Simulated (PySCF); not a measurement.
# CH₆N₂Si₂: fields and orbitals, part 1 of 2

For CH₆N₂Si₂, the scripts below measure its response to a uniform field and compute its lowest excited states.

The runs use PySCF 2.14.0; levels as typed in each script, gas phase, geometry from GFN2-xTB.

## (1) The system as given

SMILES `N#C[SiH2][SiH2]N`, 11 atoms, charge 0, spin multiplicity 1.

Bond lengths: N1–C2 1.147 Å, C2–Si3 1.866 Å, Si3–Si4 2.310 Å, Si3–H6 1.468 Å, Si3–H7 1.472 Å, Si4–N5 1.726 Å, Si4–H8 1.476 Å, Si4–H9 1.465 Å, N5–H10 1.007 Å, N5–H11 1.007 Å. Angles: N1–C2–Si3 178.2°, C2–Si3–Si4 108.0°, C2–Si3–H6 103.0°, C2–Si3–H7 102.9°, Si4–Si3–H6 117.6°, Si4–Si3–H7 116.5°, H6–Si3–H7 107.0°, Si3–Si4–N5 104.5°, Si3–Si4–H8 112.2°, Si3–Si4–H9 114.6°, N5–Si4–H8 114.5°, N5–Si4–H9 103.7°, H8–Si4–H9 107.2°, Si4–N5–H10 118.6°, Si4–N5–H11 119.8°, H10–N5–H11 109.2°.

Geometry (Å):

```tsv
atom	x (Å)	y (Å)	z (Å)
N1	-3.1196	-0.7013	0.0428
C2	-2.1487	-0.0920	0.0134
Si3	-0.5391	0.8509	-0.0385
Si4	1.1876	-0.6828	-0.0090
N5	2.6203	0.2795	-0.0039
H6	-0.6843	1.6885	-1.2356
H7	-0.6445	1.7447	1.1261
H8	1.0790	-1.6235	1.1233
H9	1.3133	-1.4847	-1.2284
H10	3.5059	-0.1724	-0.1654
H11	2.7379	0.9976	0.6927
```

## (2) Response to an electric field (HF/def2-tzvp)

File input.py:

```python
import numpy as np
from pyscf import gto, scf, dft
from pyscf.scf import atom_ks, atom_hf
from scipy.linalg import block_diag

def solve(mol, dm0=None, hcore=None):
    mf = scf.UHF(mol) if mol.spin else scf.RHF(mol)
    mf = mf.density_fit(auxbasis='def2-universal-jkfit')
    mf.conv_tol, mf.max_cycle = 1e-8, 80
    if hcore is not None:
        mf.get_hcore = lambda *args: hcore
    mf.kernel(dm0)
    if not mf.converged:
        mf = mf.newton().run(mf.mo_coeff, mf.mo_occ, max_cycle=30)
    assert mf.converged, 'SCF not converged'
    return mf

mol = gto.M(atom='''
N     -3.11956    -0.70131     0.04275
C     -2.14869    -0.09200     0.01339
Si    -0.53905     0.85091    -0.03854
Si     1.18759    -0.68276    -0.00898
N      2.62030     0.27954    -0.00385
H     -0.68429     1.68853    -1.23561
H     -0.64448     1.74466     1.12611
H      1.07900    -1.62352     1.12330
H      1.31326    -1.48470    -1.22842
H      3.50588    -0.17238    -0.16542
H      2.73790     0.99760     0.69273
''', basis='def2-tzvp', charge=0, spin=0, verbose=4)
field = np.array([-0.0, -0.0, -0.004])  # atomic units
mol.set_common_orig(mol.atom_charges() @ mol.atom_coords() / mol.atom_charges().sum())
mf = solve(mol)
out = dict(dm0=mf.make_rdm1(), d0=mf.dip_moment(unit='AU'), e0=mf.e_tot)
for name, sign in (('p', 1), ('m', -1)):
    h = mf.get_hcore() + sign * np.einsum('x,xij->ij', field, mol.intor('int1e_r'))
    mi = solve(mol, mf.make_rdm1(), h)
    out.update({'dm' + name: mi.make_rdm1(), 'd' + name: mi.dip_moment(unit='AU'), 'e' + name: mi.e_tot})
# spherically averaged free atoms, for the promolecule
atm = scf.atom_hf.get_atm_nrhf(mol)
pro = block_diag(*[(atm[a[0]][2] * atm[a[0]][3]) @ atm[a[0]][2].T for a in mol._atom])
np.savez('result.npz', pro=pro, **out)
```

Command:

```
> OMP_NUM_THREADS=1 python input.py
```

The log of the run:

```text
[ENV] PYSCF_TMPDIR <dir>
[ENV] PYSCF_MAX_MEMORY 1375
[INPUT] verbose = 4
[INPUT] num. atoms = 11
[INPUT] num. electrons = 54
[INPUT] charge = 0
[INPUT] spin (= nelec alpha-beta = 2S) = 0
[INPUT] symmetry False subgroup None
[INPUT] Mole.unit = angstrom
[INPUT] Symbol           X                Y                Z      unit          X                Y                Z       unit  Magmom
[INPUT]  1 N     -3.119560000000  -0.701310000000   0.042750000000 AA   -5.895114029148  -1.325283828419   0.080785791825 Bohr   0.0
[INPUT]  2 C     -2.148690000000  -0.092000000000   0.013390000000 AA   -4.060435626592  -0.173854803460   0.025303432808 Bohr   0.0
[INPUT]  3 Si    -0.539050000000   0.850910000000  -0.038540000000 AA   -1.018656867447   1.607986856654  -0.072830044841 Bohr   0.0
[INPUT]  4 Si     1.187590000000  -0.682760000000  -0.008980000000 AA    2.244219848272  -1.290229408808  -0.016969740599 Bohr   0.0
[INPUT]  5 N      2.620300000000   0.279540000000  -0.003850000000 AA    4.951649364198   0.528254040861  -0.007275445580 Bohr   0.0
[INPUT]  6 H     -0.684290000000   1.688530000000  -1.235610000000 AA   -1.293120689779   3.190859253112  -2.334964496774 Bohr   0.0
[INPUT]  7 H     -0.644480000000   1.744660000000   1.126110000000 AA   -1.217890692760   3.296929580484   2.128039486134 Bohr   0.0
[INPUT]  8 H      1.079000000000  -1.623520000000   1.123300000000 AA    2.039014488406  -3.068008157754   2.122729355724 Bohr   0.0
[INPUT]  9 H      1.313260000000  -1.484700000000  -1.228420000000 AA    2.481701730346  -2.805676377142  -2.321377365938 Bohr   0.0
[INPUT] 10 H      3.505880000000  -0.172380000000  -0.165420000000 AA    6.625153025590  -0.325750989353  -0.312598495526 Bohr   0.0
[INPUT] 11 H      2.737900000000   0.997600000000   0.692730000000 AA    5.173881156447   1.885190781866   1.309069978270 Bohr   0.0

nuclear repulsion = 250.058584408113
number of shells = 83
number of NR pGTOs = 312
number of NR cGTOs = 203
basis = def2-tzvp
ecp = {}

******** <class 'pyscf.df.df_jk.DFRHF'> ********
method = DFRHF
initial guess = minao
damping factor = 0
level_shift factor = 0
DIIS = <class 'pyscf.scf.diis.CDIIS'>
diis_start_cycle = 1
diis_space = 8
diis_damp = 0
SCF conv_tol = 1e-08
SCF conv_tol_grad = None
SCF max_cycles = 80
direct_scf = False
Set gradient conv threshold to 0.0001
Initial guess from minao.
******** <class 'pyscf.df.df.DF'> ********
auxbasis = def2-universal-jkfit
init E= -728.442877546448
  HOMO = -0.278770135757796  LUMO = 0.0256863105040352  gap/eV = 8.28468
cycle= 1 E= -728.128056205062  delta_E= 0.315  |g|= 0.529  |ddm|= 2.47
  HOMO = -0.416348410179777  LUMO = 0.0378828178918795  gap/eV = 12.36026
cycle= 2 E= -728.193587204376  delta_E= -0.0655  |g|= 0.408  |ddm|= 0.559
  HOMO = -0.415746899088609  LUMO = 0.0669108357969204  gap/eV = 13.13379
cycle= 3 E= -728.228741709413  delta_E= -0.0352  |g|= 0.0825  |ddm|= 0.242
  HOMO = -0.410940792542814  LUMO = 0.0761146794509374  gap/eV = 13.25345
cycle= 4 E= -728.231602743093  delta_E= -0.00286  |g|= 0.0239  |ddm|= 0.093
  HOMO = -0.410622946592504  LUMO = 0.0756951608470266  gap/eV = 13.23339
cycle= 5 E= -728.231814308735  delta_E= -0.000212  |g|= 0.00693  |ddm|= 0.0264
  HOMO = -0.412173403102408  LUMO = 0.0751146498551186  gap/eV = 13.25978
cycle= 6 E= -728.231833002994  delta_E= -1.87e-05  |g|= 0.00256  |ddm|= 0.00738
  HOMO = -0.411798413902923  LUMO = 0.0752970362304844  gap/eV = 13.25454
cycle= 7 E= -728.231835503906  delta_E= -2.5e-06  |g|= 0.000701  |ddm|= 0.00328
  HOMO = -0.411826130988344  LUMO = 0.0753068726418607  gap/eV = 13.25556
cycle= 8 E= -728.23183570114  delta_E= -1.97e-07  |g|= 0.00013  |ddm|= 0.00108
  HOMO = -0.411808549981833  LUMO = 0.0753154071441221  gap/eV = 13.25532
cycle= 9 E= -728.231835710661  delta_E= -9.52e-09  |g|= 2.43e-05  |ddm|= 0.000265
  HOMO = -0.411807526573247  LUMO = 0.0753154437634774  gap/eV = 13.25529
Extra cycle  E= -728.231835711114  delta_E= -4.53e-10  |g|= 1.16e-05  |ddm|= 4.09e-05
converged SCF energy = -728.231835711114
Dipole moment(X, Y, Z, A.U.):  1.94963,  0.62485,  0.26180

******** <class 'pyscf.df.df_jk.DFRHF'> ********
method = DFRHF
initial guess = minao
damping factor = 0
level_shift factor = 0
DIIS = <class 'pyscf.scf.diis.CDIIS'>
diis_start_cycle = 1
diis_space = 8
diis_damp = 0
SCF conv_tol = 1e-08
SCF conv_tol_grad = None
SCF max_cycles = 80
direct_scf = False
Overwritten attributes  get_hcore  of <class 'pyscf.df.df_jk.DFRHF'>
Set gradient conv threshold to 0.0001
******** <class 'pyscf.df.df.DF'> ********
auxbasis = def2-universal-jkfit
init E= -728.230788507859
  HOMO = -0.412693702350734  LUMO = 0.07423055010447  gap/eV = 13.24988
cycle= 1 E= -728.231213888862  delta_E= -0.000425  |g|= 0.00896  |ddm|= 0.0746
  HOMO = -0.412693771253519  LUMO = 0.0745196997936626  gap/eV = 13.25775
cycle= 2 E= -728.231243356505  delta_E= -2.95e-05  |g|= 0.00268  |ddm|= 0.0206
  HOMO = -0.412487814357666  LUMO = 0.0745302258315621  gap/eV = 13.25244
cycle= 3 E= -728.231246239029  delta_E= -2.88e-06  |g|= 0.000901  |ddm|= 0.00543
  HOMO = -0.412594745805574  LUMO = 0.0745151564504509  gap/eV = 13.25494
cycle= 4 E= -728.231246781142  delta_E= -5.42e-07  |g|= 0.000404  |ddm|= 0.0034
  HOMO = -0.412537806504733  LUMO = 0.0745332520428742  gap/eV = 13.25388
cycle= 5 E= -728.23124683568  delta_E= -5.45e-08  |g|= 9.96e-05  |ddm|= 0.000658
  HOMO = -0.412535743497072  LUMO = 0.0745305887137064  gap/eV = 13.25375
cycle= 6 E= -728.23124684122  delta_E= -5.54e-09  |g|= 5.82e-05  |ddm|= 0.000154
  HOMO = -0.412538984427335  LUMO = 0.0745319229513125  gap/eV = 13.25387
Extra cycle  E= -728.23124684275  delta_E= -1.53e-09  |g|= 4.51e-05  |ddm|= 7.39e-05
converged SCF energy = -728.23124684275
Dipole moment(X, Y, Z, A.U.):  1.95273,  0.62509,  0.03263

******** <class 'pyscf.df.df_jk.DFRHF'> ********
method = DFRHF
initial guess = minao
damping factor = 0
level_shift factor = 0
DIIS = <class 'pyscf.scf.diis.CDIIS'>
diis_start_cycle = 1
diis_space = 8
diis_damp = 0
SCF conv_tol = 1e-08
SCF conv_tol_grad = None
SCF max_cycles = 80
direct_scf = False
Set gradient conv threshold to 0.0001
******** <class 'pyscf.df.df.DF'> ********
auxbasis = def2-universal-jkfit
init E= -728.232882914371
  HOMO = -0.410860166127199  LUMO = 0.0756502031459835  gap/eV = 13.23862
cycle= 1 E= -728.233308305361  delta_E= -0.000425  |g|= 0.00894  |ddm|= 0.0746
  HOMO = -0.41099059607417  LUMO = 0.0756987330997937  gap/eV = 13.24349
cycle= 2 E= -728.233337738546  delta_E= -2.94e-05  |g|= 0.00265  |ddm|= 0.0207
  HOMO = -0.411182290190216  LUMO = 0.0756638318034572  gap/eV = 13.24776
cycle= 3 E= -728.233340591972  delta_E= -2.85e-06  |g|= 0.000886  |ddm|= 0.00545
  HOMO = -0.411093228669075  LUMO = 0.0756854071679855  gap/eV = 13.24592
cycle= 4 E= -728.233341125243  delta_E= -5.33e-07  |g|= 0.000411  |ddm|= 0.00344
  HOMO = -0.41114745029348  LUMO = 0.0756691003530234  gap/eV = 13.24695
cycle= 5 E= -728.233341178164  delta_E= -5.29e-08  |g|= 0.000101  |ddm|= 0.000611
  HOMO = -0.41115056486448  LUMO = 0.0756714643318782  gap/eV = 13.24710
cycle= 6 E= -728.23334118362  delta_E= -5.46e-09  |g|= 5.6e-05  |ddm|= 0.00015
  HOMO = -0.411146477121181  LUMO = 0.075670242810407  gap/eV = 13.24696
Extra cycle  E= -728.233341185123  delta_E= -1.5e-09  |g|= 4.21e-05  |ddm|= 7.26e-05
converged SCF energy = -728.233341185123
Dipole moment(X, Y, Z, A.U.):  1.94648,  0.62453,  0.49093
Spherically averaged atomic HF for {'N', 'C', 'Si', 'H'}

******** <class 'pyscf.scf.atom_hf.AtomSphAverageRHF'> ********
method = AtomSphAverageRHF
initial guess = minao
damping factor = 0
level_shift factor = 0
DIIS = <class 'pyscf.scf.diis.CDIIS'>
diis_start_cycle = 1
diis_space = 8
diis_damp = 0
SCF conv_tol = 1e-09
SCF conv_tol_grad = None
SCF max_cycles = 50
direct_scf = True
direct_scf_tol = 1e-13
atom = N
Set gradient conv threshold to 3.16228e-05
init E= -53.7932097385071
cycle= 1 E= -53.8385772874267  delta_E= -0.0454  |g|=    0  |ddm|= 0.381
cycle= 2 E= -53.8461705715235  delta_E= -0.00759  |g|=    0  |ddm|= 0.179
cycle= 3 E= -53.8480669509283  delta_E= -0.0019  |g|=    0  |ddm|= 0.0537
cycle= 4 E= -53.8480838806564  delta_E= -1.69e-05  |g|=    0  |ddm|= 0.00859
cycle= 5 E= -53.8480839045579  delta_E= -2.39e-08  |g|=    0  |ddm|= 0.000331
cycle= 6 E= -53.8480839046809  delta_E= -1.23e-10  |g|=    0  |ddm|= 3.88e-05
Extra cycle  E= -53.848083904681  delta_E= -1.14e-13  |g|=    0  |ddm|= 1.24e-06
Atomic HF for atom  N  converged. SCF energy = -53.848083904681

******** <class 'pyscf.scf.atom_hf.AtomSphAverageRHF'> ********
method = AtomSphAverageRHF
initial guess = minao
damping factor = 0
level_shift factor = 0
DIIS = <class 'pyscf.scf.diis.CDIIS'>
diis_start_cycle = 1
diis_space = 8
diis_damp = 0
SCF conv_tol = 1e-09
SCF conv_tol_grad = None
SCF max_cycles = 50
direct_scf = True
direct_scf_tol = 1e-13
atom = C
Set gradient conv threshold to 3.16228e-05
init E= -37.2852691175423
cycle= 1 E= -37.3316491299503  delta_E= -0.0464  |g|=    0  |ddm|= 0.417
cycle= 2 E= -37.3386686158948  delta_E= -0.00702  |g|=    0  |ddm|= 0.195
cycle= 3 E= -37.3400976281245  delta_E= -0.00143  |g|=    0  |ddm|= 0.0534
cycle= 4 E= -37.3401094623504  delta_E= -1.18e-05  |g|=    0  |ddm|= 0.00784
cycle= 5 E= -37.3401095150855  delta_E= -5.27e-08  |g|=    0  |ddm|= 0.000642
cycle= 6 E= -37.3401095158364  delta_E= -7.51e-10  |g|=    0  |ddm|= 7.73e-05
Extra cycle  E= -37.3401095158372  delta_E= -7.96e-13  |g|=    0  |ddm|= 4.39e-06
Atomic HF for atom  C  converged. SCF energy = -37.3401095158372

******** <class 'pyscf.scf.atom_hf.AtomSphAverageRHF'> ********
method = AtomSphAverageRHF
initial guess = minao
damping factor = 0
level_shift factor = 0
DIIS = <class 'pyscf.scf.diis.CDIIS'>
diis_start_cycle = 1
diis_space = 8
diis_damp = 0
SCF conv_tol = 1e-09
SCF conv_tol_grad = None
SCF max_cycles = 50
direct_scf = True
direct_scf_tol = 1e-13
atom = Si
Set gradient conv threshold to 3.16228e-05
init E= -288.5952054316
cycle= 1 E= -288.6250708451  delta_E= -0.0299  |g|=    0  |ddm|= 0.451
cycle= 2 E= -288.62628476807  delta_E= -0.00121  |g|=    0  |ddm|= 0.142
cycle= 3 E= -288.626373449233  delta_E= -8.87e-05  |g|=    0  |ddm|= 0.0149
cycle= 4 E= -288.626375810804  delta_E= -2.36e-06  |g|=    0  |ddm|= 0.00706
cycle= 5 E= -288.626375926248  delta_E= -1.15e-07  |g|=    0  |ddm|= 0.00231
cycle= 6 E= -288.626375926725  delta_E= -4.78e-10  |g|=    0  |ddm|= 0.000107
Extra cycle  E= -288.626375926725  delta_E=    0  |g|=    0  |ddm|= 1.23e-06
Atomic HF for atom  Si  converged. SCF energy = -288.626375926725

******** 1 electron system ********
Atomic HF for atom  H  converged. SCF energy = -0.499809832231889
```

Wall time 9.2 s (1 thread of Intel Xeon Platinum 8259CL at 2.50GHz (Skylake/Cascade Lake), shared host); peak memory 0.49 GiB.

The free atoms at the end serve only for the promolecule density; their printed energies are not used.

## (3) Analysis of result.npz

Change of the density in a field of 0.21 V/Å.

The induced dipole is 0.58 D (along the field); α along this axis, from the fields in both directions, is 57 bohr³ (8.5 Å³).

Electrons gather most on H7 and H8 alike (Hirshfeld charge changes by −0.007 e) and leave H6 and H9 alike most (+0.008 e); 0.063 electrons are displaced in all.

(Continued in part 2 of 2.)
